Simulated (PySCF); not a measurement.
# CrO₂⁻: structure of the doublet

The task is one start of a wider search on CrO₂⁻: the doublet, from a end-on start. It is relaxed, tested by its Hessian and followed downhill if it is a saddle.

Method: PBE0, basis Cr def2-SVPD, O def2-SVPD, no relativity, density fitting; program: PySCF 2.14.0.

### 1 The starting structure

3 atoms, charge -1, spin multiplicity 2.

Bond lengths: Cr1–O2 1.905 Å, O2–O3 1.445 Å. Angles: Cr1–O2–O3 119.9°.

Z-matrix (Å, degrees; charge -1 multiplicity 2):
```
Cr
O  1 1.9055
O  2 1.4450 1 119.89
```

### 2 First SCF at the start

The steps below are one call of a driver around PySCF. For each, scf.py gives the equivalent set-up of the SCF; relaxations use the driver's own optimiser. After this first run the driver tries any further starts and a stability analysis.

Input file scf.py:

```python
from pyscf import gto, scf, dft
mol = gto.M(atom='''
Cr     0.000000     0.000000     0.000000
O      0.000000     0.000000     1.905500
O      1.252800     0.000000     2.625500''',
    basis={'Cr': 'def2-SVPD', 'O': 'def2-SVPD'},
    charge=-1, spin=1)
mf = dft.UKS(mol, xc='PBE0')
mf.grids.atom_grid = (50, 194)
aux = {'Cr': 'def2-universal-JKFIT', 'O': 'def2-universal-JKFIT'}
mf = mf.density_fit(auxbasis=aux)
mf.conv_tol = 1e-08
mf.diis_space = 10
mf.max_cycle = 60
mf.init_guess = 'minao'
mf.verbose = 4
mf.kernel()
```

On the command line:

```bash
$ OMP_NUM_THREADS=2 python axn.py task.json out
```

The program printed, shortened:

```text
[... the frontier levels of the middle cycles are left out ...]
init E= -1193.65412898259
[... the frontier-level lines of each cycle are left out ...]
cycle= 1 E= -1192.15124097795  delta_E=  1.5  |g|= 2.16  |ddm|= 2.27
cycle= 2 E= -1182.34779342479  delta_E=  9.8  |g|= 4.09  |ddm|=   37
cycle= 3 E= -1190.39072178012  delta_E= -8.04  |g|= 2.05  |ddm|= 33.8
cycle= 4 E= -1193.1675726824  delta_E= -2.78  |g|= 1.28  |ddm|= 7.24
cycle= 5 E= -1193.81475719342  delta_E= -0.647  |g|= 0.547  |ddm|= 1.04
cycle= 6 E= -1193.65811987391  delta_E= 0.157  |g|= 0.873  |ddm|= 2.38
cycle= 7 E= -1193.96790106758  delta_E= -0.31  |g|= 0.363  |ddm|= 1.33
cycle= 8 E= -1193.99391999179  delta_E= -0.026  |g|= 0.335  |ddm|= 0.52
cycle= 9 E= -1194.04022930956  delta_E= -0.0463  |g|= 0.213  |ddm|= 0.316
cycle= 10 E= -1194.07976571598  delta_E= -0.0395  |g|= 0.0776  |ddm|= 0.404
cycle= 11 E= -1194.08886125321  delta_E= -0.0091  |g|= 0.11  |ddm|= 0.273
cycle= 12 E= -1194.09403296206  delta_E= -0.00517  |g|= 0.082  |ddm|= 0.103
cycle= 13 E= -1194.10277728705  delta_E= -0.00874  |g|= 0.0302  |ddm|= 0.364
cycle= 14 E= -1194.10430617033  delta_E= -0.00153  |g|= 0.0336  |ddm|= 0.312
[... 19 cycles left out ...]
cycle= 34 E= -1194.10608443899  delta_E= -5.35e-07  |g|= 0.00172  |ddm|= 0.00102
cycle= 35 E= -1194.10609026003  delta_E= -5.82e-06  |g|= 0.00109  |ddm|= 0.0131
cycle= 36 E= -1194.10609905814  delta_E= -8.8e-06  |g|= 0.00102  |ddm|= 0.0306
cycle= 37 E= -1194.10610487881  delta_E= -5.82e-06  |g|= 0.000754  |ddm|= 0.0191
cycle= 38 E= -1194.10610619821  delta_E= -1.32e-06  |g|= 0.000493  |ddm|= 0.00474
cycle= 39 E= -1194.10610645484  delta_E= -2.57e-07  |g|= 0.000379  |ddm|= 0.00608
cycle= 40 E= -1194.10610734185  delta_E= -8.87e-07  |g|= 0.00026  |ddm|= 0.014
cycle= 41 E= -1194.10610895741  delta_E= -1.62e-06  |g|= 0.000234  |ddm|= 0.0252
cycle= 42 E= -1194.10610996592  delta_E= -1.01e-06  |g|= 0.000119  |ddm|= 0.0179
cycle= 43 E= -1194.10611020716  delta_E= -2.41e-07  |g|= 8.24e-05  |ddm|= 0.00354
cycle= 44 E= -1194.10611052263  delta_E= -3.15e-07  |g|= 8.01e-05  |ddm|= 0.00765
cycle= 45 E= -1194.10611064494  delta_E= -1.22e-07  |g|= 7.26e-05  |ddm|= 0.00298
cycle= 46 E= -1194.10611056625  delta_E= 7.87e-08  |g|= 7.09e-05  |ddm|= 0.00185
cycle= 47 E= -1194.10611057612  delta_E= -9.88e-09  |g|= 6.61e-05  |ddm|= 0.000359
Extra cycle  E= -1194.10611060976  delta_E= -3.36e-08  |g|= 8.9e-05  |ddm|= 0.000488
converged SCF energy = -1194.10611060976  <S^2> = 1.9748998  2S+1 = 2.9832196
```

This step, with its further starts and checks, took 44 s on 2 threads of Arm Neoverse V1, shared host.

The starts that the driver tried:

| start | energy (Eh) |
| --- | --- |
| the minimal-basis guess | -1194.106111 |
| a thermally smeared density | -1194.140995 |
| a smeared PBE density | -1194.108508 |

The first run landed in a state that is too high. Following the other starts and the instabilities gains 91.6 kJ/mol (-1194.14100 Eh), and the work goes on from there.

### 3 End-on start, doublet: relaxation

The program finds Cs symmetry in the start, which this walk keeps. Threshold on the gradient: 0.0003 Eh/bohr, with a further test on the energy change.

Edit scf.py of step 2 so:

```diff
@@ -3,3 +3,3 @@
-Cr     0.000000     0.000000     0.000000
-O      0.000000     0.000000     1.905500
-O      1.252800     0.000000     2.625500''',
+Cr    -0.238751     0.000000    -0.863489
+O     -0.238751     0.000000     1.042011
+O      1.014049     0.000000     1.762011''',
@@ -15 +14,0 @@
-mf.init_guess = 'minao'
```

Energy and gradient, step by step:

| step | energy (Eh) | change (kJ/mol) | largest symmetric gradient (Eh/bohr) |
| --- | --- | --- | --- |
| 0 | -1194.140995 | 0.00 | 0.06387 |
| 1 | -1194.153353 | -32.44 | 0.01362 |
| 2 | -1194.153969 | -34.06 | 0.00772 |
| 3 | -1194.154489 | -35.43 | 0.00424 |
| 4 | -1194.154678 | -35.93 | 0.00339 |
| 5 | -1194.154740 | -36.09 | 0.00260 |
| 6 | -1194.154791 | -36.22 | 0.00070 |
| 7 | -1194.154793 | -36.23 | 0.00008 |

The walk took 35 s.

Geometry (Å) and forces (eV/Å) at some steps:

```
step 0
Cr  -0.239   0.000  -0.863   0.136   0.000   0.853
O   -0.239   0.000   1.042   3.145   0.000   1.250
O    1.014   0.000   1.762  -3.281   0.000  -2.103
step 1
Cr  -0.232   0.000  -0.829   0.117   0.000   0.542
O   -0.171   0.000   1.060  -0.690   0.000  -0.700
O    0.940   0.000   1.709   0.573   0.000   0.158
step 4
Cr  -0.185   0.000  -0.762   0.030   0.000  -0.091
O   -0.226   0.000   1.065   0.020   0.000   0.176
O    0.948   0.000   1.638  -0.050   0.000  -0.085
step 7
Cr  -0.160   0.000  -0.748  -0.004   0.000  -0.003
O   -0.252   0.000   1.089  -0.002   0.000   0.003
O    0.949   0.000   1.600   0.006   0.000   0.000
```

After 7 steps and 36.2 kJ/mol it ends at Cs: Cr–O 1.840 Å, O–O 1.306 Å; Cr–O–O 110.2°.

### 4 Is it a minimum? Harmonic modes

The point is checked on the finer grid, and tightened if its gradient asks for it. The Hessian and the dipole derivatives come from central differences of analytic gradients, with steps of 0.02 bohr.

Edit scf.py of step 3 so:

```diff
@@ -3,3 +3,3 @@
-Cr    -0.238751     0.000000    -0.863489
-O     -0.238751     0.000000     1.042011
-O      1.014049     0.000000     1.762011''',
+Cr    -0.193831     0.000000    -0.797690
+O     -0.286043     0.000000     1.039614
+O      0.915547     0.000000     1.550823''',
@@ -9 +9 @@
-mf.grids.atom_grid = (50, 194)
+mf.grids.atom_grid = (75, 302)
@@ -12 +12 @@
-mf.conv_tol = 1e-08
+mf.conv_tol = 1e-10
```

The driver hands on the density of the step before, so the log starts near convergence.

SCF at the final geometry:

```text
init E= -1194.15473041026
[... the frontier-level lines of each cycle are left out ...]
cycle= 1 E= -1194.15473040981  delta_E= 4.42e-10  |g|= 3.55e-05  |ddm|= 5.4e-05
cycle= 2 E= -1194.15473040594  delta_E= 3.87e-09  |g|= 9.86e-05  |ddm|= 0.000151
cycle= 3 E= -1194.15473041036  delta_E= -4.42e-09  |g|= 7.53e-06  |ddm|= 0.000123
cycle= 4 E= -1194.15473041039  delta_E= -2.34e-11  |g|= 1.27e-06  |ddm|= 1.03e-05
Extra cycle  E= -1194.1547304104  delta_E= -1.25e-11  |g|= 1.26e-06  |ddm|= 9.01e-06
converged SCF energy = -1194.1547304104  <S^2> = 2.7287362  2S+1 = 3.4518031
```

The whole step took 67 s.

Geometry: Cs; Cr–O 1.840 Å, O–O 1.306 Å; Cr–O–O 110.2°.

Harmonic modes (main isotopes):

```
symmetry  ω (cm⁻¹)  IR (km/mol)  μ (u)
      a'       129         16.5  18.34
      a'       466          0.4  19.27
      a'      1211          182  16.00
```

No imaginary mode, so this is a minimum.

Properties at this point:

```
Dipole moment about the centre of mass                          : 1.78 D
Highest occupied level                                          : 0.46 eV
Lowest empty level                                              : 2.28 eV
Rotational constants                                            : 2.035, 0.1734, 0.1598 cm⁻¹
Zero-point energy                                               : 10.8 kJ/mol
Principal polarisabilities                                      : 170.9, 183.9, 191.9 bohr³
Principal traceless quadrupole moments about the centre of mass : -14.06, 6.48, 7.59 D Å
Entropy at 298.15 K and 1 bar (electronic part: spin only)      : 281.2 J/(mol K)
Heat capacity Cp at 298.15 K                                    : 47.7 J/(mol K)
Enthalpy at 298.15 K above 0 K                                  : 12.40 kJ/mol
Rotational symmetry number                                      : 1
Spin squared ⟨S²⟩                                               : 2.729
```

Charges (e) and bond orders:

```tsv
atom	Mulliken	Löwdin	polar tensor	spin (Mulliken)	Mayer order to Cr1
Cr1	-0.20	-0.02	-0.62	1.96	–
O2	-0.54	-0.64	0.14	-0.40	0.66
O3	-0.26	-0.34	-0.52	-0.55	0.04
```

Mulliken populations on Cr1: s 7.59, p 12.18, d 4.43, f 0.00.

### 5 Results

| quantity | value |
| --- | --- |
| minimum | broken-symmetry (Ms = 1/2), Cs |
| geometry | Cr–O 1.840 Å, O–O 1.306 Å; Cr–O–O 110.2° |
| wavenumbers (cm⁻¹) | 129 (a'), 466 (a'), 1211 (a') |
| dipole moment (centre of mass) | 1.78 D |
| highest occupied, lowest empty level (either spin) | 0.46, 2.28 eV |
| polar-tensor charge of Cr1 | -0.62 e |
| zero-point energy | 10.8 kJ/mol |
| entropy at 298.15 K | 281.2 J/(mol K) |
| ⟨S²⟩ | 2.729 |

The end-on start keeps its Cs symmetry and ends in a minimum. The determinant is spin-contaminated (⟨S²⟩ = 2.73 against 0.75), so it is no pure spin state. The strongest infrared band lies at 1211 cm⁻¹ (a'). The first SCF alone would have been 92 kJ/mol too high. Other starts or spin states, not run here, may lie lower. A highest occupied level above zero is common for anions with such functionals; it warns that the extra electron is poorly described. One determinant may miss the lowest occupation of an open d or f shell.

The search up to here took 2.4 min.
